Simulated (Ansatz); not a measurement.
**C2H6AlN: two geometries relaxed**

Aim: relax the geometries before and after the inversion of the pyramid at N4, and see whether they are two minima and how far apart in energy. SMILES of the start: C=[CH][AlH][NH2].

All numbers below are computed with Ansatz 0.2.0 (RKS B3LYP-D4/6-31G).

### Step 1. The starting structure

Bond lengths: C1–C2 1.284 Å, C2–Al3 1.945 Å, Al3–N4 1.980 Å, C1–H5 1.148 Å, C1–H6 1.098 Å, C2–H7 1.064 Å, Al3–H8 1.592 Å, N4–H9 1.117 Å, N4–H10 0.986 Å. Angles: C1–C2–Al3 120.1°, C1–C2–H7 122.1°, Al3–C2–H7 117.7°, C2–C1–H5 119.3°, C2–C1–H6 126.4°, H5–C1–H6 114.2°, C2–Al3–N4 121.0°, C2–Al3–H8 122.2°, N4–Al3–H8 116.7°, Al3–N4–H9 102.8°, Al3–N4–H10 106.9°, H9–N4–H10 106.8°.

Coordinates:

```xyz
10

C    -0.9405    0.8364   -1.0565
C    -0.8193   -0.4286   -0.8742
Al    0.4082   -1.1062    0.4736
N     1.5153    0.1273    1.5566
H    -1.6843    1.2219   -1.8411
H    -0.4417    1.6283   -0.4828
H    -1.3454   -1.1388   -1.4662
H     0.6597   -2.6640    0.6847
H     0.7509    0.7476    2.0838
H     1.9802    0.7251    0.9250
```

### Step 2. Relaxing end A

File input.yaml:

```yaml
crystal:
  periodic: [false, false, false]
  atoms:
    - { symbol: C, position_ang: [-0.9405, 0.8364, -1.0565] }
    - { symbol: C, position_ang: [-0.8193, -0.4286, -0.8742] }
    - { symbol: Al, position_ang: [0.4082, -1.1062, 0.4736] }
    - { symbol: "N", position_ang: [1.5153, 0.1273, 1.5566] }
    - { symbol: H, position_ang: [-1.6843, 1.2219, -1.8411] }
    - { symbol: H, position_ang: [-0.4417, 1.6283, -0.4828] }
    - { symbol: H, position_ang: [-1.3454, -1.1388, -1.4662] }
    - { symbol: H, position_ang: [0.6597, -2.664, 0.6847] }
    - { symbol: H, position_ang: [0.7509, 0.7476, 2.0838] }
    - { symbol: H, position_ang: [1.9802, 0.7251, 0.925] }
basis:
  gaussian: { orbitals: "6-31G" }
hamiltonian:
  xc: b3lyp
  dispersion: d4
relax:
  f_tol: 0.015
  max_steps: 40
```

Started as:

```sh
$ ansatz run input.yaml --threads 1 --pin off --max-ram 2048MiB --backend cpu --events-out ev --progress --plain --runs-dir out
```

Log (excerpt; [...] marks lines left out):

```text
Warning: RAYON_NUM_THREADS=1 ignored (pool sized by the plan → 1); use --threads N
[...]
Functional definition: B3LYP
[...]
765 factors; integrals over basis functions are off by at most 2.1e-4 eV
[...]
mean field -10256.48952436 eV, -376.9190379220 hartree, gradient 4.1e-5 eV, S^2 0.000000; 0 other end points of the search recorded, 0 dependent functions left out
[...]
reference -10256.48977204 eV, -376.9190470240 hartree; 19, 19 occupied and 33, 33 virtual orbitals, 765 factors
relax step   1: F+E_penalty+E_count = -10256.75853920 eV  Δ(F+E_penalty+E_count) = +0.000e0 eV  max|allowed force component| = 4.704e0 eV/Å  Δτ_max = 0.0000 Å  (25 SCF iters, accepted)
[...]
relax step   4: F+E_penalty+E_count = -10257.60536613 eV  Δ(F+E_penalty+E_count) = -7.893e-2 eV  max|allowed force component| = 1.411e0 eV/Å  Δτ_max = 0.1716 Å  (27 SCF iters, accepted)
[...]
relax step   7: F+E_penalty+E_count = -10257.96468643 eV  Δ(F+E_penalty+E_count) = -1.458e-1 eV  max|allowed force component| = 9.791e-1 eV/Å  Δτ_max = 0.2000 Å  (26 SCF iters, accepted)
[...]
relax step  10: F+E_penalty+E_count = -10258.08963255 eV  Δ(F+E_penalty+E_count) = +6.061e-3 eV  max|allowed force component| = 2.524e-1 eV/Å  Δτ_max = 0.0953 Å  (24 SCF iters, rejected (line search))
[...]
relax step  12: F+E_penalty+E_count = -10258.10467057 eV  Δ(F+E_penalty+E_count) = -1.182e-3 eV  max|allowed force component| = 1.712e-1 eV/Å  Δτ_max = 0.0814 Å  (23 SCF iters, accepted)
[...]
relax step  13: F+E_penalty+E_count = -10258.10927036 eV  Δ(F+E_penalty+E_count) = -4.600e-3 eV  max|allowed force component| = 7.545e-2 eV/Å  Δτ_max = 0.1117 Å  (24 SCF iters, accepted)
[...]
765 factors; integrals over basis functions are off by at most 2.1e-4 eV
[...]
mean field -10257.84039956 eV, -376.9686816700 hartree, gradient 4.2e-5 eV, S^2 0.000000; 0 other end points of the search recorded, 0 dependent functions left out
[...]
reference -10257.84064396 eV, -376.9686906515 hartree; 19, 19 occupied and 33, 33 virtual orbitals, 765 factors
```

### Step 3. The log goes on: end point A relaxed

The log, continued (excerpt; [...] marks lines left out):

```text
relax step  14: F+E_penalty+E_count = -10258.11069518 eV  Δ(F+E_penalty+E_count) = -1.425e-3 eV  max|allowed force component| = 3.296e-2 eV/Å  Δτ_max = 0.0272 Å  (24 SCF iters, accepted)
[...]
relax step  16: F+E_penalty+E_count = -10258.11283082 eV  Δ(F+E_penalty+E_count) = -9.308e-4 eV  max|allowed force component| = 9.047e-2 eV/Å  Δτ_max = 0.0521 Å  (24 SCF iters, accepted)
[...]
relax step  18: F+E_penalty+E_count = -10258.11385806 eV  Δ(F+E_penalty+E_count) = -4.168e-4 eV  max|allowed force component| = 4.853e-2 eV/Å  Δτ_max = 0.0365 Å  (23 SCF iters, accepted)
[...]
relax step  20: F+E_penalty+E_count = -10258.11435377 eV  Δ(F+E_penalty+E_count) = -9.398e-5 eV  max|allowed force component| = 3.805e-2 eV/Å  Δτ_max = 0.0271 Å  (24 SCF iters, accepted)
[...]
Atom 0 at    -0.974109     0.873243    -1.259950 Å, force     0.003375    -0.007677     0.001353 eV/Å
Atom 1 at    -0.809620    -0.419767    -0.918088 Å, force    -0.005636     0.005064    -0.004886 eV/Å
Atom 2 at     0.347914    -1.030288     0.542995 Å, force     0.002824    -0.003650     0.002253 eV/Å
Atom 3 at     1.282655     0.198285     1.460221 Å, force     0.001249     0.013460    -0.003382 eV/Å
Atom 4 at    -1.623773     1.192673    -2.075378 Å, force    -0.002713    -0.000978    -0.002363 eV/Å
Atom 5 at    -0.465161     1.684470    -0.739786 Å, force     0.000910     0.000043     0.002026 eV/Å
Atom 6 at    -1.364833    -1.160461    -1.500090 Å, force     0.000627     0.003986     0.000688 eV/Å
Atom 7 at     0.522741    -2.557743     0.983249 Å, force     0.000021    -0.000815     0.000595 eV/Å
Atom 8 at     1.900857    -0.025864     2.229822 Å, force    -0.002275    -0.001526    -0.001174 eV/Å
Atom 9 at     1.266429     1.194451     1.279906 Å, force     0.001617    -0.007909     0.004892 eV/Å
Dipole moment:     0.054183     0.256261     0.024656 e Å
```

Run time: 64 s. Hardware: 1 thread of Arm Neoverse V1, shared host; peak memory 0.13 GiB.

Step by step:

```
step  energy from step 1 (eV)  largest force component (eV/Å)
   1                   0.0000                          4.7040
   2                  -0.5058                          1.6845
   3                  -0.7679                          1.6729
   4                  -0.8468                          1.4106
   5                  -0.9060                          2.0508
   6                  -1.0604                          1.5252
   7                  -1.2061                          0.9791
   8                  -1.2951                          0.6168
   9                  -1.3372                          0.1454
 10x                  -1.3311                          0.2524
  11                  -1.3449                          0.0934
  12                  -1.3461                          0.1712
  13                  -1.3507                          0.0755
  14                  -1.3522                          0.0330
  15                  -1.3534                          0.0838
  16                  -1.3543                          0.0905
  17                  -1.3549                          0.0877
  18                  -1.3553                          0.0485
  19                  -1.3557                          0.0355
  20                  -1.3558                          0.0380
  21                  -1.3560                          0.0265
  22                  -1.3561                          0.0248
  23                  -1.3561                          0.0194
  24                  -1.3562                          0.0135
```

Step 1 is the start. 1 step was tried and not accepted (marked x).

After: Bond lengths: C1–C2 1.348 Å, C2–Al3 1.961 Å, Al3–N4 1.796 Å, C1–H5 1.090 Å, C1–H6 1.090 Å, C2–H7 1.093 Å, Al3–H8 1.599 Å, N4–H9 1.012 Å, N4–H10 1.012 Å. Angles: C1–C2–Al3 124.0°, C1–C2–H7 116.9°, Al3–C2–H7 119.0°, C2–C1–H5 122.9°, C2–C1–H6 122.4°, H5–C1–H6 114.7°, C2–Al3–N4 118.3°, C2–Al3–H8 124.5°, N4–Al3–H8 117.1°, Al3–N4–H9 123.7°, Al3–N4–H10 125.0°, H9–N4–H10 111.3°.

### Step 4. Relaxing end B

The second end starts from a geometry with the move made by hand.

input.yaml: that of step 2 with these lines changed.

```diff
@@ -11,4 +11,4 @@
     - { symbol: H, position_ang: [0.6597, -2.664, 0.6847] }
-    - { symbol: H, position_ang: [0.7509, 0.7476, 2.0838] }
-    - { symbol: H, position_ang: [1.9802, 0.7251, 0.925] }
+    - { symbol: H, position_ang: [1.48537, -0.33916, 2.57077] }
+    - { symbol: H, position_ang: [2.44226, 0.04141, 1.23135] }
 basis:
@@ -21 +21,3 @@
   max_steps: 40
+output:
+  orbitals: {}
```

Started as:

```sh
$ ansatz run input.yaml --threads 1 --pin off --max-ram 2048MiB --backend cpu --events-out ev --progress --plain --runs-dir out
```

Log (excerpt; [...] marks lines left out):

```text
Warning: RAYON_NUM_THREADS=1 ignored (pool sized by the plan → 1); use --threads N
[...]
[... 1 set-up line as earlier in the session ...]
[...]
764 factors; integrals over basis functions are off by at most 2.1e-4 eV
[...]
mean field -10256.54254300 eV, -376.9209863210 hartree, gradient 2.2e-5 eV, S^2 0.000000; 0 other end points of the search recorded, 0 dependent functions left out
[...]
reference -10256.54279372 eV, -376.9209955349 hartree; 19, 19 occupied and 33, 33 virtual orbitals, 764 factors
relax step   1: F+E_penalty+E_count = -10256.80669930 eV  Δ(F+E_penalty+E_count) = +0.000e0 eV  max|allowed force component| = 4.842e0 eV/Å  Δτ_max = 0.0000 Å  (25 SCF iters, accepted)
[...]
relax step   4: F+E_penalty+E_count = -10257.81279569 eV  Δ(F+E_penalty+E_count) = -3.524e-1 eV  max|allowed force component| = 1.542e0 eV/Å  Δτ_max = 0.2000 Å  (27 SCF iters, accepted)
[...]
relax step   7: F+E_penalty+E_count = -10258.07396179 eV  Δ(F+E_penalty+E_count) = -1.502e-2 eV  max|allowed force component| = 1.093e0 eV/Å  Δτ_max = 0.1552 Å  (26 SCF iters, accepted)
[...]
relax step  10: F+E_penalty+E_count = -10258.10738399 eV  Δ(F+E_penalty+E_count) = +3.205e-3 eV  max|allowed force component| = 1.945e-1 eV/Å  Δτ_max = 0.0641 Å  (24 SCF iters, rejected (line search))
[...]
relax step  13: F+E_penalty+E_count = -10258.11306451 eV  Δ(F+E_penalty+E_count) = -6.008e-4 eV  max|allowed force component| = 4.757e-2 eV/Å  Δτ_max = 0.0402 Å  (23 SCF iters, accepted)
[...]
relax step  14: F+E_penalty+E_count = -10258.11349988 eV  Δ(F+E_penalty+E_count) = -4.354e-4 eV  max|allowed force component| = 5.908e-2 eV/Å  Δτ_max = 0.0543 Å  (24 SCF iters, accepted)
[...]
764 factors; integrals over basis functions are off by at most 2.0e-4 eV
```

### Step 5. The log goes on: end point B relaxed

Output, continued (excerpt; [...] marks lines left out):

```text
[...]
mean field -10257.84293895 eV, -376.9687749906 hartree, gradient 4.3e-5 eV, S^2 0.000000; 0 other end points of the search recorded, 0 dependent functions left out
[...]
reference -10257.84318313 eV, -376.9687839643 hartree; 19, 19 occupied and 33, 33 virtual orbitals, 764 factors
relax step  15: F+E_penalty+E_count = -10258.11379856 eV  Δ(F+E_penalty+E_count) = -2.987e-4 eV  max|allowed force component| = 8.713e-2 eV/Å  Δτ_max = 0.0186 Å  (24 SCF iters, accepted)
[...]
relax step  17: F+E_penalty+E_count = -10258.11432614 eV  Δ(F+E_penalty+E_count) = -2.094e-4 eV  max|allowed force component| = 4.206e-2 eV/Å  Δτ_max = 0.0374 Å  (23 SCF iters, accepted)
[...]
relax step  19: F+E_penalty+E_count = -10258.11455187 eV  Δ(F+E_penalty+E_count) = -8.331e-5 eV  max|allowed force component| = 1.615e-2 eV/Å  Δτ_max = 0.0139 Å  (24 SCF iters, accepted)
[...]
Atom 0 at    -0.812836     0.864786    -1.082240 Å, force     0.000129    -0.007377    -0.004119 eV/Å
Atom 1 at    -0.758716    -0.457432    -0.827721 Å, force     0.002228     0.010214    -0.003141 eV/Å
Atom 2 at     0.397335    -1.267985     0.534264 Å, force    -0.002315     0.000573     0.000644 eV/Å
Atom 3 at     1.461782    -0.193036     1.501862 Å, force     0.007395     0.008469     0.011868 eV/Å
Atom 4 at    -1.463220     1.294347    -1.845112 Å, force     0.002677     0.001540     0.004478 eV/Å
Atom 5 at    -0.206694     1.590261    -0.539754 Å, force    -0.003211    -0.005011     0.000066 eV/Å
Atom 6 at    -1.405966    -1.103277    -1.427234 Å, force    -0.000208    -0.000561     0.002395 eV/Å
Atom 7 at     0.462336    -2.834052     0.852687 Å, force     0.000563     0.001432    -0.001064 eV/Å
Atom 8 at     2.085853    -0.528142     2.225405 Å, force    -0.005485     0.003648    -0.009253 eV/Å
Atom 9 at     1.519757     0.813080     1.404063 Å, force    -0.001774    -0.012928    -0.001874 eV/Å
Dipole moment:     0.075637     0.248387     0.041919 e Å
```

Wall time 61 s (1 thread of Arm Neoverse V1, shared host); peak memory 0.13 GiB.

Relaxation path:

```
step  energy from step 1 (eV)  largest force component (eV/Å)
   1                   0.0000                          4.8416
   2                  -0.5446                          1.7545
   3                  -0.6537                          3.0776
   4                  -1.0061                          1.5415
   5                  -1.1778                          0.8872
   6                  -1.2522                          0.5062
   7                  -1.2673                          1.0932
   8                  -1.3016                          0.0787
   9                  -1.3039                          0.0953
 10x                  -1.3007                          0.1945
  11                  -1.3055                          0.0283
  12                  -1.3058                          0.0773
  13                  -1.3064                          0.0476
  14                  -1.3068                          0.0591
  15                  -1.3071                          0.0871
  16                  -1.3074                          0.0503
  17                  -1.3076                          0.0421
  18                  -1.3078                          0.0231
  19                  -1.3079                          0.0161
  20                  -1.3079                          0.0186
  21                  -1.3080                          0.0201
  22                  -1.3080                          0.0168
  23                  -1.3080                          0.0129
```

Step 1 is the start. 1 step was tried and not accepted (marked x).

After: Bond lengths: C1–C2 1.348 Å, C2–Al3 1.962 Å, Al3–N4 1.796 Å, C1–H5 1.091 Å, C1–H6 1.090 Å, C2–H7 1.093 Å, Al3–H8 1.599 Å, N4–H9 1.013 Å, N4–H10 1.013 Å. Angles: C1–C2–Al3 124.1°, C1–C2–H7 116.9°, Al3–C2–H7 119.0°, C2–C1–H5 122.9°, C2–C1–H6 122.5°, H5–C1–H6 114.7°, C2–Al3–N4 118.4°, C2–Al3–H8 124.5°, N4–Al3–H8 117.0°, Al3–N4–H9 123.5°, Al3–N4–H10 125.2°, H9–N4–H10 111.3°.

### Step 6. What came out

| quantity | value |
| --- | --- |
| end A | 22 moves, 1.356 eV lower |
| end B | 21 moves, 1.308 eV lower |
| largest difference between the ends | 0.02 Å |
| end B relative to end A | -0.000 eV |

In words: The two relaxations end at one structure, within 0.02 Å: no second minimum was found from this start, which doesn't rule one out. In so small a basis the energies are only a sketch.
